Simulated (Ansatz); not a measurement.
**CH6ClNSi (SMILES C[SiH](N)Cl): BCCD(T)/6-31G(d) (spherical functions)**

What is the vertical ionisation energy of CH6ClNSi at BCCD(T)/6-31G* (spherical functions)? 

The results are computed with Ansatz 0.2.0.

127 further runs of the same task are left out: 1 that didn't finish, 126 set aside as unsound or not needed. Runs told in other sessions of the task aren't counted.

**1. The molecule**

CH6ClNSi has 10 atoms, charge 0, and is taken as a singlet. SMILES: `C[SiH](N)Cl`. Geometry: relaxed at PBE0-D4/def2-TZVP. This is one conformer, not always the lowest.

Bond lengths: C1–Si2 1.853 Å, Si2–N3 1.706 Å, Si2–Cl4 2.081 Å, C1–H5 1.092 Å, C1–H6 1.092 Å, C1–H7 1.093 Å, Si2–H8 1.480 Å, N3–H9 1.008 Å, N3–H10 1.008 Å. Some angles: C1–Si2–N3 110.0°, C1–Si2–Cl4 106.9°, N3–Si2–Cl4 113.8°, C1–Si2–H8 113.9°, N3–Si2–H8 107.4°, Cl4–Si2–H8 105.0°, Si2–C1–H5 110.6°, Si2–C1–H6 110.4°, Si2–C1–H7 110.6°, Si2–N3–H9 120.0°.

**2. The energy at BCCD(T)/6-31G(d) (spherical functions)**

Contents of job.yaml:

```yaml
crystal:
  periodic: [false, false, false]
  atoms:
    - {symbol: C, position_ang: [-0.924300, 0.960300, -0.429600]}
    - {symbol: Si, position_ang: [-0.055600, -0.637600, -0.073400]}
    - {symbol: N, position_ang: [1.200800, -0.379200, 1.050800]}
    - {symbol: Cl, position_ang: [0.594900, -1.392500, -1.900800]}
    - {symbol: H, position_ang: [-1.720000, 0.809500, -1.161600]}
    - {symbol: H, position_ang: [-1.359500, 1.369700, 0.485000]}
    - {symbol: H, position_ang: [-0.226900, 1.694300, -0.841400]}
    - {symbol: H, position_ang: [-0.936500, -1.689500, 0.482600]}
    - {symbol: H, position_ang: [1.847500, 0.382600, 0.917600]}
    - {symbol: H, position_ang: [1.662700, -1.168700, 1.473800]}
basis:
  gaussian:
    orbitals: 6-31G_st_-spherical.json
correlation:
  method: bccd_t
  frozen_orbitals: {C: 1, Cl: 5, H: 0, "N": 1, Si: 5}
accuracy: high
scf:
  omitted_lower_state_checks: [cluster_reference, increment]
```

The basis set 6-31G* is read from a file made from the Basis Set Exchange's data (not shown).

On the command line:

```
$ ansatz run job.yaml --threads 1 --pin off --max-ram 2610MiB --events-out events.jsonl --progress --plain --runs-dir runs
```

Standard output (excerpt; [...] marks lines left out):

```text
Warning: RAYON_NUM_THREADS=1 ignored (pool sized by the plan → 1); use --threads N
Functional definition: HF
  name "HF"
[...]
1774 factors; integrals over basis functions are off by at most 3.6e-9 eV
[...]
mean field -22974.52499841 eV, -844.2982209991 hartree, gradient 5.7e-8 eV, S^2 0.000000; 0 other end points of the search recorded, 0 dependent functions left out
12 core orbitals not correlated: weight in the atoms' cores, before any rotation towards them, 1.000 or more for the frozen orbitals, at most 0.000 for the correlated occupied ones
reference -22974.52499841 eV, -844.2982209991 hartree; 13, 13 occupied and 51, 51 virtual orbitals, 1774 factors
second order -13.56010929 eV of doubles, -0.00000000 eV of singles
cycle   1  -14.46075168 eV  change   -9.0e-1 eV  update   7.7e-2
[...]
cycle  19  -14.85585750 eV  change   3.3e-10 eV  update   1.9e-9
perturbative correction -0.36003272 eV, -0.0132309585 hartree
Total energy: -22989.74088863 eV, -844.8573946511 hartree
Checks for a lower state left out: cluster_reference, increment
```

Wall time 17 s (1 thread of Arm Neoverse V1, shared host); peak memory 0.44 GiB.

**3. The doublet cation**

Contents of job.yaml:

```yaml
crystal:
  periodic: [false, false, false]
  atoms:
    - symbol: C
      position_ang: [-0.924300, 0.960300, -0.429600]
    - symbol: Si
      position_ang: [-0.055600, -0.637600, -0.073400]
    - symbol: "N"
      position_ang: [1.200800, -0.379200, 1.050800]
    - symbol: Cl
      position_ang: [0.594900, -1.392500, -1.900800]
    - symbol: H
      position_ang: [-1.720000, 0.809500, -1.161600]
    - symbol: H
      position_ang: [-1.359500, 1.369700, 0.485000]
    - symbol: H
      position_ang: [-0.226900, 1.694300, -0.841400]
    - symbol: H
      position_ang: [-0.936500, -1.689500, 0.482600]
    - symbol: H
      position_ang: [1.847500, 0.382600, 0.917600]
    - symbol: H
      position_ang: [1.662700, -1.168700, 1.473800]
basis:
  gaussian:
    orbitals: 6-31G_st_-spherical.json
total_charge: 1
magnetization:
  spin_polarized: true
  initial_magnetization: 1
correlation:
  method: bccd_t
  frozen_orbitals: {C: 1, Cl: 5, H: 0, "N": 1, Si: 5}
accuracy: high
scf:
  omitted_lower_state_checks: [cluster_reference, increment]
```

The basis set 6-31G* is read from a file made from the Basis Set Exchange's data (not shown).

On the command line:

```
$ ansatz run job.yaml --threads 1 --pin off --max-ram 2610MiB --events-out events.jsonl --progress --plain --runs-dir runs
```

Standard output (excerpt; [...] marks lines left out):

```text
Warning: RAYON_NUM_THREADS=1 ignored (pool sized by the plan → 1); use --threads N
Functional definition: HF
  name "HF"
[...]
1773 factors; integrals over basis functions are off by at most 3.6e-9 eV
[...]
mean field -22965.46963341 eV, -843.9654424733 hartree, gradient 1.3e-8 eV, S^2 0.760855; 12 other end points of the search recorded, 0 dependent functions left out
12 core orbitals not correlated: weight in the atoms' cores, before any rotation towards them, 1.000 or more for the frozen orbitals, at most 0.000 for the correlated occupied ones
reference -22965.46963341 eV, -843.9654424733 hartree; 13, 12 occupied and 51, 52 virtual orbitals, 1773 factors
second order -12.51651218 eV of doubles, -0.00000000 eV of singles
cycle   1  -13.58947307 eV  change    -1.1e0 eV  update   8.9e-2
[...]
cycle  38  -14.04643182 eV  change   -1.1e-9 eV  update   2.4e-9
perturbative correction -0.39235593 eV, -0.0144188145 hartree
Total energy: -22979.90842116 eV, -844.4960581361 hartree
Checks for a lower state left out: cluster_reference, increment
```

It took 86 s on 1 thread of Arm Neoverse V1, shared host; peak memory 0.8 GiB.

**4. Summary of results**

At BCCD(T)/6-31G* (spherical functions), 12 core orbitals frozen:

| quantity | value |
| --- | --- |
| singlet CH6ClNSi: total energy | -844.85739 Eh |
| singlet CH6ClNSi: correlation energy (12 core orbitals frozen) | -559.2 mEh |
| singlet CH6ClNSi: (T) correction | -13.23 mEh |
| doublet cation: total energy | -844.49606 Eh |
| doublet cation: correlation energy (12 core orbitals frozen) | -530.6 mEh |
| doublet cation: (T) correction | -14.42 mEh |
| doublet cation: ⟨S²⟩ of the reference determinant | 0.761 |
| vertical ionisation energy (to the doublet cation) | 9.832 eV |

**Reading.** Removing an electron at fixed nuclei costs 9.83 eV (949 kJ/mol). The triples (singlet CH6ClNSi) make up 2.4 % of the correlation energy. The triples (doublet cation) make up 2.7 % of the correlation energy.
